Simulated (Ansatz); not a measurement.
# Li2ZrN3: the cost of one run

Method: DFT PBE, scalar-relativistic, plane waves, PAW, in Ansatz 0.2.0.

## (1) Starting point

It takes space group P4/mmm (No. 123, tetragonal). The conventional cell has a = 4.027 Å, b = 4.027 Å, c = 4.289 Å, α = 90.00°, β = 90.00°, γ = 90.00°. Li (site symmetry mmm) is surrounded by 2 Zr at 2.01 Å and 8 N at 2.52 to 2.94 Å and 4 Li at 2.85 Å. Around Zr (site symmetry 4/mmm) lie 2 N at 1.51 Å. N (site symmetry 4mm) has 1 N at 1.26 Å and 1 Zr at 1.51 Å in its first shell of neighbours. Around N (site symmetry 4/mmm) lie 8 N at 2.92 Å and 8 Li at 2.94 Å.

Structure file:

```cif
data_structure
_symmetry_space_group_name_H-M 'P 1'
_symmetry_Int_Tables_number 1
_cell_length_a 4.0266
_cell_length_b 4.0266
_cell_length_c 4.2889
_cell_angle_alpha 90.000
_cell_angle_beta 90.000
_cell_angle_gamma 90.000
_cell_volume 69.54
loop_
_atom_site_label
_atom_site_type_symbol
_atom_site_fract_x
_atom_site_fract_y
_atom_site_fract_z
_atom_site_occupancy
Li1 Li 0.00000 0.50000 0.00000 1
Li2 Li 0.50000 0.00000 0.00000 1
Zr1 Zr 0.00000 0.00000 0.00000 1
N1 N 0.00000 0.00000 0.35284 1
N2 N 0.00000 0.00000 0.64716 1
N3 N 0.50000 0.50000 0.50000 1
```

A structure generator made this guess: random cell by space group and Wyckoff sites (P4/mmm, No. 123). The dimensions are guesses.

## (2) The guess as it stands, on a coarse mesh

The input, input.yaml:

```yaml
crystal:
  lattice:
    - [4.0266417, 0.0, 0.0]
    - [0.0, 4.0266417, 0.0]
    - [0.0, 0.0, 4.28894942]
  atoms:
    - { symbol: Li, position: [0.0, 0.5, 0.0] }
    - { symbol: Li, position: [0.5, 0.0, 0.0] }
    - { symbol: Zr, position: [0.0, 0.0, 0.0] }
    - { symbol: "N", position: [0.0, 0.0, 0.35284281] }
    - { symbol: "N", position: [0.0, 0.0, 0.64715719] }
    - { symbol: "N", position: [0.5, 0.5, 0.5] }
basis:
  ecutwfc: 420
kpoints:
  mp_grid: { grid: [4, 4, 4] }
hamiltonian:
  xc: pbe
scf:
  occupations: { method: gaussian, width: 0.1 }
  lower_state_search: "off"
output:
  forces: true
  stress: true
  eigenvalues: true
```

Command:

```sh
$ ansatz run input.yaml --threads 1 --pin off --max-ram 2560MiB --backend cpu --events-out ev --progress --plain --runs-dir out
```

What time and memory should one allow on 1 thread of Intel Xeon at 2.50GHz (Skylake/Cascade Lake), shared host?

About 3.9 s, with a peak of 0.36 GiB.
